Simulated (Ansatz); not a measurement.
Set up this calculation in Ansatz 0.2.0, as the native input.

| Quantity | Value |
| --- | --- |
| Task | density of states |
| Functional | r2SCAN |
| Potentials or basis | Ansatz PAW |
| Cutoff | 500 eV (not typed: the program's choice for these potentials) |
| k mesh | 7 × 7 × 10 |
| Occupations | fermi-dirac, width 0.05 eV |
| Spin | no spin polarisation |
| Hubbard terms | Nb d U = 3 eV |
| Hubbard projectors | ortho-atomic (the default) |
| Double counting | fll (the default) |

Nb2B:

```
Nb B
1.0
     4.40760    0.00000    0.00000
    -2.20380    3.81710    0.00000
     0.00000    0.00000    2.66855
Nb B
2 1
Cartesian
  0.0000 2.5447 1.3343
  2.2038 1.2724 1.3343
  0.0000 0.0000 0.0000
```

The cell was built by a generator and needn't be a form met in nature.

These files were run (other wordings do the same):

input.yaml

```yaml
crystal:
  lattice:
    - [4.4076, 0.0, 0.0]
    - [-2.2038, 3.8171, 0.0]
    - [0.0, 0.0, 2.66855]
  atoms:
    - { symbol: Nb, position: [0.33333, 0.66667, 0.5] }
    - { symbol: Nb, position: [0.66667, 0.33333, 0.5] }
    - { symbol: B, position: [0.0, 0.0, 0.0] }
hamiltonian:
  xc: r2scan
  pseudopotentials: { kind: paw }
  hubbard: { sites: [{ species: Nb, l: d, u_eff: 3.0 }] }
kpoints:
  mp_grid: { grid: [7, 7, 10] }
scf:
  occupations: { method: fermi_dirac, width: 0.05 }
  n_extra_bands: 7
output:
  forces: true
  stress: true
  eigenvalues: true
  dos: { projected: false, de: 0.05, nscf_kmesh: { grid: [11, 11, 15] } }
  write_density: true
  write_potential: true
  elf: true
  volumetric_format: npy
```

Potentials or basis: Ansatz PAW.

Launch:

```bash
$ ansatz run input.yaml --threads 2 --pin off --max-ram 5632MiB --backend cpu --events-out ev --progress --plain --runs-dir out
```

Results of the run:

```yaml
Pressure: 2.1 GPa
Band_gap_on_the_k_mesh: none (metal or under the smearing width)
Density_of_states_at_the_Fermi_level: 1.12 states/eV per cell
```

Caveat: U without spin polarisation on a metal has little footing; the PAW data sets come from PBE, with cores solved anew for the run's functional, which leaves a small shift of forces and pressure; the U is typed as a test and isn't derived for this compound.

It took 6.3 s on 2 threads of Arm Neoverse V2, on a shared host, peak memory 0.5 GiB.
